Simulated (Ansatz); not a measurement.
What does this script print? It uses Ansatz's Python interface.

The script, `fermi_rb3cd.py`:
```python
import warnings

import ansatz
from pymatgen.core import Lattice, Structure
from pymatgen.io.ase import AseAtomsAdaptor

warnings.simplefilter("ignore", ansatz.DeckWarning)

pmg_structure = Structure(
    Lattice([(6.312502, 0.0, 0.0), (0.0, 6.312502, 0.0), (0.0, 0.0, 6.312502)]),
    ["Rb", "Rb", "Rb", "Cd"],
    [
        (0.0, 0.5, 0.5),
        (0.5, 0.0, 0.5),
        (0.5, 0.5, 0.0),
        (0.0, 0.0, 0.0),
    ],
)
xtal = ansatz.Crystal.from_ase(AseAtomsAdaptor.get_atoms(pmg_structure))

model = (
    xtal.calculation()
    .kpoints(2)
    .basis(500)
    .functional("r2scan")
    .occupations(ansatz.OccupationsMethod.COLD)
    .eigenstates(nscf_kmesh=(6, 6, 6), level_slopes=True)
)
surface = model.run().fermi_surface().to_plain()
for way, reading in surface.items():
    if reading:
        rho_lambda = [f"{v:.3e}" for v in reading["resistivity_times_mean_free_path_ohm_m2"]]
        print(f"{way:24s} area {reading['spin_summed_area_per_ang2']:8.3f} 1/A^2  rho*lambda (ohm m^2) {rho_lambda}")
```

Output of `python fermi_rb3cd.py`:
```text
by_tetrahedra            area    7.490 1/A^2  rho*lambda (ohm m^2) ['4.082e-15', '4.082e-15', '4.082e-15']
by_slopes                area    5.579 1/A^2  rho*lambda (ohm m^2) ['5.479e-15', '5.479e-15', '5.479e-15']
on_every_second_point    area    6.374 1/A^2  rho*lambda (ohm m^2) ['4.796e-15', '4.796e-15', '4.796e-15']
```

What to keep in mind:
- These settings explore the input space; cutoff and mesh may be short of convergence.
- For a metal this mesh is far too coarse, so the numbers only illustrate the procedure.
- The structure comes from a database of computed cells and needn't be a stable or known phase.
- The three readings differ by the mesh error.
- The whole script took 22 s on 1 thread of Arm Neoverse V1 (shared host), peak memory 0.84 GiB.
